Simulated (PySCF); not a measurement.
# BBr (Boron Monobromide): the cost of one run

Programs: PySCF 2.14.0, with routines of our own; each step states its level. All values are computed. Atoms count from 0.

## 1. The system as given

2 atoms, charge 0, multiplicity 1; geometry from: GFN2-xTB.

## 2. Relaxing the molecule at PBE0-D3(BJ)/def2-SVP

Job settings and geometry (Å):

```
{"job": {"xc": "PBE0", "basis": "def2-SVP", "d3": "d3bj", "grid": 1, "maxiter": 30, "shake": 0.01, "kind": "geom"}, "charge": 0, "multiplicity": 1}
B      0.905700    -0.028170     0.001000
Br    -0.888210    -0.000650    -0.013120
```

The run is started by

```bash
> OMP_NUM_THREADS=1 python heavy_run.py task.json out
```

This one command runs all jobs of the session in turn.

Q: Estimate the wall time and peak memory of this first job on 1 thread of Arm Neoverse V2, shared host.

About 2.4 s, with a peak of 0.25 GiB.
